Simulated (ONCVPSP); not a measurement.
# An ONCV potential for Ge, from input to tests

Task: generate the file, and judge it by its errors in other configurations, its logarithmic derivatives, its ghosts and its cutoff.

Method: ONCVPSP 4.0.1.1 (patched build), LDA (Perdew-Wang 92), scalar-relativistic.

## 1. Settings

Typed settings, in words:

```json
{
  "element": "germanium (Ge, Z = 32)",
  "type": "optimised norm-conserving Vanderbilt (ONCV)",
  "frozen core": "[Ne]",
  "valence charge": "22",
  "reference configuration": "3s2 3p6 3d10 4s2 4p2",
  "partial waves": "3s+4s: rc 1.00 bohr, ncon 3, nbas 7, qcut 15.2 1/bohr, 2 projectors; 3p+4p: rc 1.20 bohr, ncon 4, nbas 9, qcut 11.6 1/bohr, 2 projectors; 3d: rc 1.25 bohr, ncon 4, nbas 8, qcut 9.9 1/bohr, 2 projectors, debl 2 Ha; f scattering state at 0.31 Ha: rc 1.10 bohr, ncon 3, nbas 7, qcut 9.6 1/bohr, 2 projectors, debl 2 Ha",
  "local potential": "polynomial inside 0.75 bohr (lpopt 5, dvloc0 6 Ha)",
  "core correction": "Teter function, fcfact 5.75, rcfact 1.6"
}
```

The outer shells as boxes (Hund's rule for the drawing; the calculation is spin-unpolarised):

```
[Ne] core
3s [↑↓]
3p [↑↓][↑↓][↑↓]
3d [↑↓][↑↓][↑↓][↑↓][↑↓]
4s [↑↓]
4p [↑ ][↑ ][  ]
```

An earlier all-electron run gives the scale for the radii.

All-electron outer shells of the reference configuration (LDA (PZ), scalar-relativistic, ld1.x):

| shell | level (eV) | outermost node (bohr) | outermost maximum (bohr) |
| --- | --- | --- | --- |
| 2s | -1369.45 | 0.06 | 0.18 |
| 2p | -1198.06 | – | 0.14 |
| 3s | -167.73 | 0.26 | 0.54 |
| 3p | -115.38 | 0.23 | 0.54 |
| 3d | -29.55 | – | 0.50 |
| 4s | -11.95 | 0.77 | 1.73 |
| 4p | -4.05 | 0.82 | 2.19 |

## 2. The generation run

The input, Ge.dat:

```
# ATOM AND REFERENCE CONFIGURATION
# atsym  z   nc   nv     iexc    psfile
  Ge 32.00    3    5  -001012      upf
#
#   n    l    f
    1    0    2.00
    2    0    2.00
    2    1    6.00
    3    0    2.00
    3    1    6.00
    3    2   10.00
    4    0    2.00
    4    1    2.00
#
# PSEUDOPOTENTIAL AND OPTIMIZATION
# lmax
    3
#
#   l,   rc,      ep,       ncon, nbas, qcut
    0    1.00    0.00    3    7   15.20
    1    1.20    0.00    4    9   11.60
    2    1.25    0.00    4    8    9.90
    3    1.10    0.31    3    7    9.60
#
# LOCAL POTENTIAL
# lloc, lpopt,  rc(5),   dvloc0
    4    5    0.75    6.00
#
# VANDERBILT-KLEINMAN-BYLANDER PROJECTORs
# l, nproj, debl
    0    2    0.40
    1    2    1.90
    2    2    2.00
    3    2    2.00
#
# MODEL CORE CHARGE
# icmod, fcfact, rcfact
    3    5.75    1.60
#
# LOG DERIVATIVE ANALYSIS
# epsh1, epsh2, depsh
   -8.00    5.00    0.04
#
# OUTPUT GRID
# rlmax, drl
    6.00    0.01
#
# TEST CONFIGURATIONS
# ncnf
    4
# nvcnf
#   n    l    f
    5
    3    0    2.00
    3    1    6.00
    3    2   10.00
    4    0    2.00
    4    1    1.00
#
    5
    3    0    2.00
    3    1    6.00
    3    2   10.00
    4    0    2.00
    4    1    0.00
#
    5
    3    0    2.00
    3    1    6.00
    3    2   10.00
    4    0    1.00
    4    1    0.00
#
    5
    3    0    2.00
    3    1    5.00
    3    2   10.00
    4    0    2.00
    4    1    2.00
#
```

The run is started by

```console
oncvpsp.x < Ge.dat > Ge.out
```

Output in Ge.out (without the consistency checks and plot data):

```text
ONCVPSP  (Optimized Norm-Conservinng Vanderbilt PSeudopotential)
scalar-relativistic version 4.0.1.1, modified

#   n    l    f        energy (Ha)
    1    0    2.00    -4.0208007E+02
    2    0    2.00    -5.0326278E+01
    2    1    6.00    -4.4027711E+01
    3    0    2.00    -6.1642947E+00
    3    1    6.00    -4.2403417E+00
    3    2   10.00    -1.0862891E+00
    4    0    2.00    -4.3899520E-01
    4    1    2.00    -1.4871438E-01

Reference configufation results
  iterations    27
  all-electron total energy (Ha)   -2.09589946D+03

Begin loop to  construct optimized pseudo wave functions
and semi-local pseudopoentials for all angular momenta

Calculating optimized projector #   1

 for l=   0

    Fraction of norm inside rc  0.930263
    Optimizing pswf for qcut=  15.20 a_B^-1,  ecut= 115.56 Ha
    Residual kinetic energy error=  6.65D-08 Ha

    Energy error per electron        Cutoff
         Ha          eV             Ha
         0.01000     0.27211       58.04
         0.00100     0.02721       73.73
         0.00010     0.00272       87.01
         0.00001     0.00027       97.59

Calculating optimized projector #   2

 for l=   0

    Fraction of norm inside rc  0.046993
    Optimizing pswf for qcut=  15.20 a_B^-1,  ecut= 115.56 Ha
    Residual kinetic energy error=  1.79D-08 Ha

    Energy error per electron        Cutoff
         Ha          eV             Ha
         0.01000     0.27211       42.92
         0.00100     0.02721       63.31
         0.00010     0.00272       79.05
         0.00001     0.00027       91.64

Calculating optimized projector #   1

 for l=   1

    Fraction of norm inside rc  0.964123
    Optimizing pswf for qcut=  11.59 a_B^-1,  ecut=  67.11 Ha
    Residual kinetic energy error=  2.47D-06 Ha

    Energy error per electron        Cutoff
         Ha          eV             Ha
         0.01000     0.27211       41.42
         0.00100     0.02721       50.66
         0.00010     0.00272       57.39
         0.00001     0.00027       63.48

Calculating optimized projector #   2

 for l=   1

    Fraction of norm inside rc  0.036766
    Optimizing pswf for qcut=  11.59 a_B^-1,  ecut=  67.11 Ha
    Residual kinetic energy error=  5.84D-07 Ha

    Energy error per electron        Cutoff
         Ha          eV             Ha
         0.01000     0.27211       30.05
         0.00100     0.02721       41.89
         0.00010     0.00272       51.77
         0.00001     0.00027       59.26

   Wellstate for l =  2  n =  4
     eigenvalue =   0.9137
     asymptotic potential =   1.4137
     half-point radius =  2.5916

Calculating optimized projector #   1

 for l=   2

    Fraction of norm inside rc  0.900641
    Optimizing pswf for qcut=   9.91 a_B^-1,  ecut=  49.10 Ha
    Residual kinetic energy error=  3.31D-03 Ha

    Energy error per electron        Cutoff
         Ha          eV             Ha
         0.01000     0.27211       44.98
         0.00100     0.02721       95.26
         0.00010     0.00272      155.20
         0.00001     0.00027      219.25

Calculating optimized projector #   2

 for l=   2

    Fraction of norm inside rc  0.086493
    Optimizing pswf for qcut=   9.91 a_B^-1,  ecut=  49.10 Ha
    Residual kinetic energy error=  2.77D-03 Ha

    Energy error per electron        Cutoff
         Ha          eV             Ha
         0.01000     0.27211       43.89
         0.00100     0.02721       58.13
         0.00010     0.00272      159.99
         0.00001     0.00027      191.99

   Wellstate for l =  3  n =  4
     eigenvalue =   0.3100
     asymptotic potential =   0.8100
     half-point radius =  9.7487

   Wellstate for l =  3  n =  5
     eigenvalue =   2.3100
     asymptotic potential =   2.8100
     half-point radius =  3.6001

Calculating optimized projector #   1

 for l=   3

    Fraction of norm inside rc  0.000069
    Optimizing pswf for qcut=   9.59 a_B^-1,  ecut=  45.99 Ha
    Residual kinetic energy error=  7.19D-08 Ha

    Energy error per electron        Cutoff
         Ha          eV             Ha
         0.01000     0.27211        0.93
         0.00100     0.02721        2.33
         0.00010     0.00272        7.29
         0.00001     0.00027       19.37

Calculating optimized projector #   2

 for l=   3

    Fraction of norm inside rc  0.025052
    Optimizing pswf for qcut=   9.59 a_B^-1,  ecut=  45.99 Ha
    Residual kinetic energy error=  6.74D-05 Ha

    Energy error per electron        Cutoff
         Ha          eV             Ha
         0.01000     0.27211       17.66
         0.00100     0.02721       32.32
         0.00010     0.00272       44.21
         0.00001     0.00027       73.39

Construct Vanderbilt / Kleinmman-Bylander projectors

B matrix Hermiticity error, ll=   0
   1   2    1.0329E-03

  Orthonormal projector coefficients  2.1705E+01  1.0566E+00

B matrix Hermiticity error, ll=   1
   1   2    4.6882E-04

  Orthonormal projector coefficients -3.5518E+00 -9.8137E-01

B matrix Hermiticity error, ll=   2
   1   2    3.1398E-04

  Orthonormal projector coefficients -1.0497E+01 -5.0289E+00

B matrix Hermiticity error, ll=   3
   1   2    6.5622E-07

  Orthonormal projector coefficients -9.2570E+00 -1.6428E+00

Model core correction analysis
  based on d2Exc/dn_idn_j

d2excae - all-electron derivatives

   -4.420613D-02   -4.182274D-02   -3.443920D-02   -3.128367D-03
   -1.445651D-03
   -4.182282D-02   -4.066841D-02   -3.380097D-02   -3.634294D-03
   -1.676353D-03
   -3.443941D-02   -3.380110D-02   -3.243241D-02   -6.296945D-03
   -3.032316D-03
   -3.128354D-03   -3.634231D-03   -6.296516D-03   -2.897478D-02
   -2.278963D-02
   -1.445663D-03   -1.676354D-03   -3.032206D-03   -2.278919D-02
   -2.449923D-02

d2excps - pseudofunction derivatives with no core correction

   -5.074809D-02   -4.717755D-02   -3.473226D-02   -3.897934D-03
   -1.835404D-03
   -4.717785D-02   -4.489666D-02   -3.487857D-02   -4.178268D-03
   -1.953749D-03
   -3.473245D-02   -3.487868D-02   -3.403598D-02   -6.074155D-03
   -2.933063D-03
   -3.898012D-03   -4.178238D-03   -6.073725D-03   -2.903732D-02
   -2.281971D-02
   -1.835450D-03   -1.953768D-03   -2.932952D-03   -2.281927D-02
   -2.451313D-02

rms 2nd derivative error    2.240093E-03

rmatch, rhocmatch    0.3268   84.1789

Teter function model core charge with specified parameters

d2excps - pseudofunction derivatives with core correction

   -3.998701D-02   -3.865599D-02   -3.178183D-02   -3.017195D-03
   -1.440587D-03
   -3.865602D-02   -3.776184D-02   -3.222554D-02   -3.498513D-03
   -1.629560D-03
   -3.178183D-02   -3.222553D-02   -3.277387D-02   -5.861872D-03
   -2.822693D-03
   -3.017173D-03   -3.498443D-03   -5.861439D-03   -2.896320D-02
   -2.278733D-02
   -1.440595D-03   -1.629559D-03   -2.822581D-03   -2.278689D-02
   -2.449801D-02

rms 2nd derivative error    1.625350E-03

Pseudoatom total energy -280.305178

Diagnostic tests using Vanderbilt-Kleinman-Bylander pseudopotentials
  1 or more projectors used as specified by nproj input data

   l    rcore       rmatch      e in        delta e   norm test  slope test

   0   1.0001943   1.0305623  -6.1642947   0.0001109   1.0002035   1.0002041
   0   1.0001943   1.0305623  -0.4389952   0.0000352   1.0001463   1.0000762

   1   1.2039869   1.2405425  -4.2403417  -0.0000574   1.0003834   1.0003661
   1   1.2039869   1.2405425  -0.1487144   0.0000076   1.0000478   1.0000525

   2   1.2554737   1.2935926  -1.0862891  -0.0000095   1.0002002   1.0002199
   2   1.2554737   1.2935926   0.9137109   0.0000306   1.0003144   1.0003144

   3   1.1006571   1.1340755   0.3100000  -0.0002002   1.0000855   1.0000855
   3   1.1006571   1.1340755   2.3100000  -0.0001011   1.0001345   1.0001345

 Testing for bound ghosts
   n   l    E NL Schr. Eq   E Basis Diag.   E Cutoff

   1   0       -6.164184       -6.164170    189.78
   2   0       -0.438960       -0.219594    189.78

   2   1       -4.240399       -4.240397    274.00
   3   1       -0.148707        0.037194    274.00

   3   2       -1.086299       -1.086007    219.13

 Testing for highly-localized positive-energy ghosts
       l    <radius>/rc     E Basis Diag.   E Cutoff

Test configuration 0

   n   l     f        eae           eps        diff
   1   0  2.0000 -402.08006791
   2   0  2.0000  -50.32627815
   2   1  6.0000  -44.02771123
   3   0  2.0000   -6.16429471   -6.16418382    1.11D-04
   3   1  6.0000   -4.24034169   -4.24039911   -5.74D-05
   3   2 10.0000   -1.08628908   -1.08629857   -9.49D-06
   4   0  2.0000   -0.43899520   -0.43896002    3.52D-05
   4   1  2.0000   -0.14871438   -0.14870682    7.56D-06

    Total energies and differences
      AE_ref= -2.09589946D+03  AE_tst= -2.09589946D+03  dif=  0.00D+00
      PS_ref= -2.80305178D+02  PS_tst= -2.80305178D+02  dif=  4.55D-13
      PSP excitation error= -4.55D-13

Test configuration 1

   n   l     f        eae           eps        diff
   1   0  2.0000 -402.41701054
   2   0  2.0000  -50.66024650
   2   1  6.0000  -44.36208384
   3   0  2.0000   -6.49803710   -6.49829575   -2.59D-04
   3   1  6.0000   -4.57407500   -4.57441180   -3.37D-04
   3   2 10.0000   -1.41913436   -1.41936569   -2.31D-04
   4   0  2.0000   -0.74021131   -0.74016602    4.53D-05
   4   1  1.0000   -0.42146137   -0.42144590    1.55D-05

    Total energies and differences
      AE_ref= -2.09589946D+03  AE_tst= -2.09561905D+03  dif=  2.80D-01
      PS_ref= -2.80305178D+02  PS_tst= -2.80024740D+02  dif=  2.80D-01
      PSP excitation error= -2.55D-05

Test configuration 2

   n   l     f        eae           eps        diff
   1   0  2.0000 -402.82842097
   2   0  2.0000  -51.06508515
   2   1  6.0000  -44.76777488
   3   0  2.0000   -6.90192104   -6.90308599   -1.16D-03
   3   1  6.0000   -4.97785661   -4.97888067   -1.02D-03
   3   2 10.0000   -1.82088312   -1.82156382   -6.81D-04
   4   0  2.0000   -1.08894223   -1.08889618    4.61D-05

    Total energies and differences
      AE_ref= -2.09589946D+03  AE_tst= -2.09504172D+03  dif=  8.58D-01
      PS_ref= -2.80305178D+02  PS_tst= -2.79447350D+02  dif=  8.58D-01
      PSP excitation error= -8.90D-05

Test configuration 3

   n   l     f        eae           eps        diff
   1   0  2.0000 -403.35892087
   2   0  2.0000  -51.58296644
   2   1  6.0000  -45.28677520
   3   0  2.0000   -7.41979906   -7.42347662   -3.68D-03
   3   1  6.0000   -5.49515852   -5.49819762   -3.04D-03
   3   2 10.0000   -2.33293259   -2.33502537   -2.09D-03
   4   0  1.0000   -1.50292907   -1.50293216   -3.09D-06

    Total energies and differences
      AE_ref= -2.09589946D+03  AE_tst= -2.09374760D+03  dif=  2.15D+00
      PS_ref= -2.80305178D+02  PS_tst= -2.78153109D+02  dif=  2.15D+00
      PSP excitation error= -2.03D-04

Test configuration 4

   n   l     f        eae           eps        diff
   1   0  2.0000 -403.07705910
   2   0  2.0000  -51.19470542
   2   1  6.0000  -44.91180167
   3   0  2.0000   -6.93770875   -6.96298289   -2.53D-02
   3   1  5.0000   -5.00572830   -5.02416687   -1.84D-02
   3   2 10.0000   -1.82041807   -1.81088824    9.53D-03
   4   0  2.0000   -0.84681295   -0.84795439   -1.14D-03
   4   1  2.0000   -0.49254762   -0.49302620   -4.79D-04

    Total energies and differences
      AE_ref= -2.09589946D+03  AE_tst= -2.09128870D+03  dif=  4.61D+00
      PS_ref= -2.80305178D+02  PS_tst= -2.75683349D+02  dif=  4.62D+00
      PSP excitation error= -1.11D-02
```

Wall time 6.9 s (1 thread of Neoverse-N1, shared host).

All-electron and pseudo partial waves u(r) = r·R(r), from the program's wave files:

| r (bohr) | 3p AE | 3p PS | 3d AE | 3d PS |
| --- | --- | --- | --- | --- |
| 0.062 | -0.5232 | 0.0447 | 0.0568 | 0.0043 |
| 0.125 | -0.6986 | 0.1744 | 0.2606 | 0.0342 |
| 0.188 | -0.3540 | 0.3691 | 0.5241 | 0.1099 |
| 0.250 | 0.1634 | 0.5962 | 0.7630 | 0.2385 |
| 0.312 | 0.6424 | 0.8273 | 0.9459 | 0.4168 |
| 0.375 | 1.0030 | 1.0365 | 1.0677 | 0.6310 |
| 0.438 | 1.2234 | 1.1966 | 1.1317 | 0.8514 |
| 0.500 | 1.3239 | 1.2933 | 1.1503 | 1.0461 |
| 0.562 | 1.3385 | 1.3273 | 1.1371 | 1.1955 |
| 0.625 | 1.2936 | 1.3039 | 1.1015 | 1.2861 |
| 0.688 | 1.2114 | 1.2347 | 1.0518 | 1.3100 |
| 0.750 | 1.1110 | 1.1372 | 0.9948 | 1.2727 |
| 0.812 | 1.0026 | 1.0244 | 0.9338 | 1.1864 |
| 0.875 | 0.8919 | 0.9063 | 0.8706 | 1.0664 |
| 0.938 | 0.7855 | 0.7930 | 0.8081 | 0.9355 |
| 1.000 | 0.6879 | 0.6907 | 0.7483 | 0.8159 |
| 1.062 | 0.5987 | 0.5993 | 0.6911 | 0.7177 |
| 1.125 | 0.5172 | 0.5171 | 0.6361 | 0.6423 |
| 1.188 | 0.4448 | 0.4446 | 0.5844 | 0.5847 |
| 1.250 | 0.3821 | 0.3820 | 0.5369 | 0.5367 |
| 1.312 | 0.3273 | 0.3272 | 0.4926 | 0.4925 |
| 1.375 | 0.2789 | 0.2788 | 0.4510 | 0.4509 |
| 1.438 | 0.2372 | 0.2371 | 0.4126 | 0.4125 |
| 1.500 | 0.2018 | 0.2017 | 0.3777 | 0.3777 |
| 1.562 | 0.1714 | 0.1714 | 0.3456 | 0.3456 |
| 1.625 | 0.1450 | 0.1449 | 0.3156 | 0.3156 |

Densities times 4π (e/bohr³); a dash where the program caps the true core:

| r (bohr) | pseudo valence | true core | model core |
| --- | --- | --- | --- |
| 0.062 | 14.68 | – | 462.9 |
| 0.188 | 41.66 | – | 320 |
| 0.312 | 78.69 | 112.9 | 150.5 |
| 0.438 | 100.3 | 9.049 | 43.71 |
| 0.562 | 91.05 | 0.7 | 6.905 |
| 0.688 | 62.12 | 0.05135 | 0.3214 |
| 0.812 | 33.92 | 0.003934 | 0.003674 |
| 0.938 | 15.68 | 0.0002907 | 0.005086 |
| 1.062 | 7.403 | 2.304e-05 | 5.232e-05 |
| 1.188 | 4.05 | 1.771e-06 | 0.0003476 |
| 1.312 | 2.54 | 1.82e-07 | 9.464e-07 |
| 1.438 | 1.72 | 0 | 4.371e-05 |
| 1.562 | 1.253 | 0 | 2.904e-07 |

## 3. Transferability, from the output's test configurations

The tests as a table, with energies relative to 3s2 3p6 3d10 4s2 4p2.

| valence configuration | charge | ΔE all-electron (eV) | error AE − PS (meV) |
| --- | --- | --- | --- |
| 3s2 3p6 3d10 4s2 4p1 | +1 | 7.630 | -0.7 |
| 3s2 3p6 3d10 4s2 4p0 | +2 | 23.340 | -2.4 |
| 3s2 3p6 3d10 4s1 4p0 | +3 | 58.555 | -5.5 |
| 3s2 3p5 3d10 4s2 4p2 | +1 | 125.464 | -302 |

## 4. Does it scatter like the atom?

Taken from the files of the generation run. The phase is arctan(r·R′/R) of the radial function R, unwrapped, with energies in Ha. A pole is an energy at which the radial function vanishes at the test radius. The pseudo phase is shifted by a multiple of π to meet the all-electron one at the reference energy. Levels narrower than the energy grid can be missing from the poles. The last column is the largest difference on the grid between −0.5 and +0.5 Ha.

```tsv
channel	radius (bohr)	reference (Ha)	poles AE	poles PS	window around the reference with phases within 0.05 rad (Ha)	largest difference near zero (rad)
s	1.01	-0.44	-4.89	-4.89	the whole range	0.000
p	1.22	-0.15	-3.77	-3.77	the whole range	0.000
d	1.27	-1.09	-0.52	-0.52	the whole range	0.000
f	1.11	0.31	none	none	the whole range	0.000
```

Phases (rad) along the scan:

| E (Ha) | s AE | s PS | p AE | p PS |
| --- | --- | --- | --- | --- |
| -7.96 | 0.309 | 0.309 | 1.241 | 1.241 |
| -7.24 | -0.559 | -0.559 | 1.198 | 1.198 |
| -6.52 | -1.155 | -1.155 | 1.126 | 1.126 |
| -5.80 | -1.412 | -1.412 | 0.973 | 0.974 |
| -5.08 | -1.546 | -1.546 | 0.384 | 0.384 |
| -4.36 | -1.631 | -1.631 | -1.210 | -1.210 |
| -3.64 | -1.695 | -1.695 | -1.608 | -1.608 |
| -2.92 | -1.750 | -1.750 | -1.751 | -1.751 |
| -2.20 | -1.802 | -1.802 | -1.847 | -1.847 |
| -1.48 | -1.856 | -1.856 | -1.940 | -1.940 |
| -0.76 | -1.915 | -1.915 | -2.053 | -2.053 |
| -0.04 | -1.987 | -1.987 | -2.216 | -2.216 |
| 0.68 | -2.078 | -2.078 | -2.482 | -2.482 |
| 1.40 | -2.202 | -2.202 | -2.931 | -2.931 |
| 2.12 | -2.381 | -2.381 | -3.505 | -3.506 |
| 2.84 | -2.644 | -2.644 | -3.942 | -3.943 |
| 3.56 | -3.011 | -3.012 | -4.197 | -4.198 |
| 4.28 | -3.426 | -3.427 | -4.347 | -4.348 |
| 5.00 | -3.774 | -3.775 | -4.445 | -4.446 |

## 5. Plane-wave cutoff and ghosts

Read off the output, the cutoffs (Ha) at which the residual kinetic energy of the hardest occupied pseudo-wave falls to 1 and 0.1 mHa per electron: 95 Ha and 155 Ha.

The program's own ghost test: no bound ghost flagged; no localised positive-energy state flagged.

Cutoff (Ha) at which the first wave of each channel reaches a given error (Ha per electron):

| error | s | p | d | f |
| --- | --- | --- | --- | --- |
| 1.0e-02 | 58.0 | 41.4 | 45.0 | 0.9 |
| 3.2e-03 | 66.6 | 46.1 | 49.6 | 1.5 |
| 1.0e-03 | 73.7 | 50.7 | 95.3 | 2.3 |
| 3.2e-04 | 80.9 | 54.3 | 142.0 | 4.1 |
| 1.0e-04 | 87.0 | 57.4 | 155.2 | 7.3 |
| 3.2e-05 | 92.6 | 60.8 | 188.8 | 12.7 |
| 1.0e-05 | 97.6 | 63.5 | 219.3 | 19.4 |

## 6. What came out

```
                                                quantity                               value
  cutoffs for 1 and 0.1 mHa per electron, occupied waves                    95 Ha and 155 Ha
                                            bound ghosts                          none found
                                          GHOST(+) flags                  none at low energy
                            largest test error (AE − PS)  -302 meV, for 3s2 3p5 3d10 4s2 4p2
largest phase difference near zero energy, channels read                           0.000 rad
 rms error of d²Exc/dn², without and with the model core                   2.24 and 1.63 mHa
```

**Reading.** The worst unpolarised test, 3s2 3p5 3d10 4s2 4p2, is off by 302 meV on 125.5 eV; by total energies transferability rates as fair for so large an energy. That test lies far up in energy; among those under 40 eV, nearer to bonding, the largest error is 2.4 meV. The potential is very hard: the looser tolerance needs 95 Ha. At the looser tolerance the 3d wave is the slowest; 3s needs 74 Ha. No bound ghost shows below the valence levels. Near zero energy the phases of the channels with partial waves agree within 0.001 rad. All of this concerns the isolated atom, not yet a solid.
